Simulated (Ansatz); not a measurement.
Relaxation of a periodic cell of 17 atoms, Si (host Si, host structure diamond, interstitial Si), to a largest force component of 0.03 eV/Å in at most 60 steps.

Method: DFT PBE, scalar-relativistic, plane waves, PAW (Ansatz 0.2.0). Settings: PAW set soft_1, cutoff 420 eV, k mesh 2x2x2, gaussian smearing 0.05 eV, no spin polarisation.

```xyz
17
Lattice="0.0000 5.4300 5.4300 5.4300 0.0000 5.4300 5.4300 5.4300 0.0000" Properties=species:S:1:pos:R:3:forces:R:3
Si 0.000 0.000 0.000 0.00 0.00 0.00
Si 1.357 1.357 1.357 -0.05 -0.08 -0.07
Si 2.715 2.715 0.000 -0.03 0.03 0.51
Si 4.072 4.072 1.357 0.08 0.05 -0.07
Si 2.715 0.000 2.715 -0.01 0.47 0.02
Si 4.072 1.357 4.072 0.07 -0.07 0.05
Si 5.430 2.715 2.715 -0.47 0.01 0.02
Si 6.787 4.072 4.072 -0.40 0.40 0.38
Si 0.000 2.715 2.715 0.56 0.01 -0.02
Si 1.357 4.072 4.072 -0.07 0.07 0.09
Si 2.715 5.430 2.715 -0.01 -0.55 -0.02
Si 4.072 6.787 4.072 0.60 -0.61 0.64
Si 2.715 2.715 5.430 0.00 0.00 -0.51
Si 4.072 4.072 6.787 0.47 0.53 -0.50
Si 5.430 5.430 5.430 0.04 -0.04 0.00
Si 6.787 6.787 6.787 -0.52 -0.47 -0.49
Si 8.171 8.120 8.144 -0.25 0.24 -0.01
```

Question: Where does it end, and by what steps?

Answer: The forces met the threshold. The force dipped under the threshold on the way, but the program's further checks kept it going. After 3 steps the energy has fallen by 0.127 eV; Si12 moved furthest, 0.05 Å.

| step | energy less start (eV) | largest force component (eV/Å) | accepted |
| --- | --- | --- | --- |
| 0 | 0.0000 | 0.637 | yes |
| 1 | -0.1135 | 0.213 | yes |
| 2 | -0.1267 | 0.017 | yes |
| 3 | -0.1267 | 0.017 | yes |

```xyz
17
Lattice="0.0000 5.4300 5.4300 5.4300 0.0000 5.4300 5.4300 5.4300 0.0000" Properties=species:S:1:pos:R:3
Si -0.001 0.001 0.000
Si 1.354 1.352 1.353
Si 2.717 2.713 0.033
Si 4.078 4.076 1.353
Si 2.716 0.033 2.714
Si 4.076 1.354 4.076
Si 5.397 2.714 2.714
Si 6.768 4.092 4.093
Si 0.034 2.714 2.716
Si 1.353 4.077 4.078
Si 2.716 5.396 2.716
Si 4.100 6.761 4.098
Si 2.715 2.715 5.397
Si 4.097 4.095 6.764
Si 5.435 5.425 5.430
Si 6.765 6.763 6.764
Si 8.150 8.140 8.145
```

Whether the end is a true minimum wasn't checked by a vibrational analysis.

Run time: 15 s on 1 thread of Arm Neoverse V2 (shared host), peak memory 0.49 GiB.
